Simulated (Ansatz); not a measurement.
# CH5AlOSiTe: the cost of one run

Program: Ansatz 0.2.0. Level of theory: RKS PBE0/def2-SVP. These are calculated values, not measurements.

### Step 1. The system as given

Bond lengths: C1–Si2 1.855 Å, Si2–O3 1.705 Å, Si2–Al4 2.372 Å, O3–Al4 1.825 Å, Al4–Te5 2.621 Å, C1–H6 1.036 Å, C1–H7 1.133 Å, C1–H8 1.142 Å, Si2–H9 1.512 Å, Te5–H10 1.713 Å. Angles (14 of 17 angles, heavy atoms first): C1–Si2–O3 107.6°, C1–Si2–Al4 117.6°, O3–Si2–Al4 50.0°, Si2–O3–Al4 84.4°, Si2–Al4–O3 45.7°, Si2–Al4–Te5 134.6°, O3–Al4–Te5 149.9°, C1–Si2–H9 118.7°, O3–Si2–H9 110.9°, Al4–Si2–H9 123.7°, Si2–C1–H6 112.8°, Si2–C1–H7 106.8°, Si2–C1–H8 107.2°, Al4–Te5–H10 88.3°.

Coordinates:

```xyz
10

C    -1.1486   -1.3604    0.2800
Si   -0.0492   -0.1872    1.2049
O     1.5215   -0.3335    0.5575
Al    1.2263    1.3560   -0.0676
Te    0.6986    2.9775   -2.0586
H    -0.8833   -2.3528    0.4178
H    -2.2054   -1.1781    0.6471
H    -1.1223   -1.0531   -0.8198
H    -0.0180   -0.2592    2.7151
H     2.0635    2.3395   -2.8735
```

### Step 2. Relaxing end A

File input.yaml:

```yaml
crystal:
  periodic: [false, false, false]
  atoms:
    - { symbol: C, position_ang: [-1.1486, -1.3604, 0.28] }
    - { symbol: Si, position_ang: [-0.0492, -0.1872, 1.2049] }
    - { symbol: O, position_ang: [1.5215, -0.3335, 0.5575] }
    - { symbol: Al, position_ang: [1.2263, 1.356, -0.0676] }
    - { symbol: Te, position_ang: [0.6986, 2.9775, -2.0586] }
    - { symbol: H, position_ang: [-0.8833, -2.3528, 0.4178] }
    - { symbol: H, position_ang: [-2.2054, -1.1781, 0.6471] }
    - { symbol: H, position_ang: [-1.1223, -1.0531, -0.8198] }
    - { symbol: H, position_ang: [-0.018, -0.2592, 2.7151] }
    - { symbol: H, position_ang: [2.0635, 2.3395, -2.8735] }
basis:
  gaussian: { orbitals: def2-SVP }
hamiltonian:
  xc: pbe0
relax:
  f_tol: 0.02
  max_steps: 50
```

Command:

```
$ ansatz run input.yaml --threads 2 --pin off --max-ram 3072MiB --backend cpu --events-out ev --progress --plain --runs-dir out
```

**Question.** How long does this run take on 2 threads of Arm Neoverse V1, shared host, and how much memory does it need?

About 55 s, with a peak of 0.31 GiB.
